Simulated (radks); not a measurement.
# Au³⁺ in [Xe] 4f14 5d8: an all-electron calculation

Wanted: eigenvalues, radial structure and energy terms of the gold ion Au3+.

Program: radks (a radial shooting solver on a logarithmic mesh, Libxc functionals) version 1. Level of theory: scalar-relativistic Kohn-Sham, RPBE, spin-polarised, spherical densities, finite nucleus; open shells are filled with parallel spins first. These are calculated values, not measurements, unless marked.

### Step 1. Starting point

* element: gold (Z = 79)
* charge: +3
* electrons: 76
* configuration: [Xe] 4f14 5d8
* nuclear rms radius: 5.4371 fm

Outer shells as boxes (Hund's rule):

Au³⁺
```
[Xe] core
4f [↑↓][↑↓][↑↓][↑↓][↑↓][↑↓][↑↓]
5d [↑↓][↑↓][↑↓][↑ ][↑ ]
```

### Step 2. The run

The run's settings:

```text
Z 79
configuration [Xe] 4f14 5d8
relativity scalar-relativistic
functional rpbe,pbe
spin polarised
nucleus finite rms 5.4371 fm
c 137.035999084
```

What does the calculation give?

**Answer**, as computed:

| quantity | value |
| --- | --- |
| total energy | -19005.8292 hartree |
| exchange-correlation share of it | 1.90 % |
| −T/E | 1.1183 |
| highest occupied level | 5d down, -39.736 eV |
| most extended occupied level | 5d down, <r> = 1.44 bohr |
| radius at density 0.001 e/bohr³ | 3.29 bohr |
| maxima of the radial density | 4 |
| ionisation energy, NIST | 45 (theory) eV |

The radial density shows 4 maxima for 5 occupied principal shells; where shells overlap, one shows as a shoulder or not at all. Relativity lifts −T/E to 1.118. The top level binds by 39.736 eV, 88 % of the NIST ionisation energy of 45 eV; the potential of a semilocal functional falls off too fast, so its top eigenvalue is too shallow. Open shells are spherical and high-spin; term and fine-structure splittings are not resolved. Spin-orbit splitting is averaged out at the scalar-relativistic level.
